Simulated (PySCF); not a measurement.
# FIrO (quintet): changing the method

Aim: see what other levels and later steps give for FIrO (quintet).

Program: PySCF 2.14.0. Level of theory: each script names its method and basis. These are calculated values, not measurements.

7 further runs of the same task are left out: 7 that didn't finish. Runs told in other sessions of the task aren't counted.

## (1) The system as given

FIrO (quintet): 3 atoms, charge 0, spin multiplicity 5.

Bond lengths: Ir1–O2 1.754 Å, Ir1–F3 1.923 Å. Angles: O2–Ir1–F3 180.0°.

## (2) Base script

The input, input.py:

```python
from pyscf import gto, scf, mp

mol = gto.M(
    atom='Ir -0.0371 0 -0.0015; O -1.79 0 -0.0702; F 1.8841 0 0.0739',
    basis='lanl2dz',
    ecp={'Ir': 'lanl2dz'},
    charge=0,
    spin=4,
    symmetry=True,
    verbose=4,
)
mf = scf.UHF(mol)
mf.level_shift = 0.3
mf.kernel()
mp.MP2(mf).kernel()
mf.dip_moment()
print('orbital energies (hartree):', [e[max(0, n-3):n+3].round(4) for e, n in zip(mf.mo_energy, mol.nelec)])
```

On the command line:

```bash
OMP_NUM_THREADS=1 python input.py
```

## (3) MP2

Variant 1 changes frozen orbitals: none → 2.

input.py, as its differences from that of step 2:

```diff
@@ -14,3 +14,3 @@
 mf.kernel()
-mp.MP2(mf).kernel()
+mp.MP2(mf, frozen=2).kernel()
 mf.dip_moment()
```

## (4) ROHF

Variant 2 changes SCF type: UHF → ROHF.

input.py, as its differences from that of step 2:

```diff
@@ -11,3 +11,3 @@
 )
-mf = scf.UHF(mol)
+mf = scf.ROHF(mol)
 mf.level_shift = 0.3
@@ -16,2 +16,2 @@
 mf.dip_moment()
-print('orbital energies (hartree):', [e[max(0, n-3):n+3].round(4) for e, n in zip(mf.mo_energy, mol.nelec)])
+print('orbital energies (hartree):', mf.mo_energy[..., max(0, mol.nelec[1]-3):mol.nelec[0]+3].round(4))
```

## (5) SCF alone

Variant 3 changes step after the SCF: mp2 → none.

input.py, as its differences from that of step 2:

```diff
@@ -1,2 +1,2 @@
-from pyscf import gto, scf, mp
+from pyscf import gto, scf
 
@@ -14,3 +14,2 @@
 mf.kernel()
-mp.MP2(mf).kernel()
 mf.dip_moment()
```

Before running it: what results should come out? Wanted: for each run, E(SCF); from base; gap, α spin; SCF dipole; after the SCF.

As calculated:

```
      run  E(SCF) (hartree)  from base (eV)  cycles  gap, α spin (eV)  SCF dipole (D)                           after the SCF
     base       -278.019790               0      17             13.34            2.18               MP2 correlation -8.160 eV
      MP2       -278.019790          0.0000      17             13.34            2.18  MP2 correlation -8.119 eV, core frozen
     ROHF       -278.011548         +0.2243      18               n/a            1.97               MP2 correlation -8.164 eV
SCF alone       -278.019790          0.0000      17             13.34            2.18                                     n/a
```

In words: Total energies from different bases, Hamiltonians or methods carry different errors, so properties are taken as differences within one set-up.
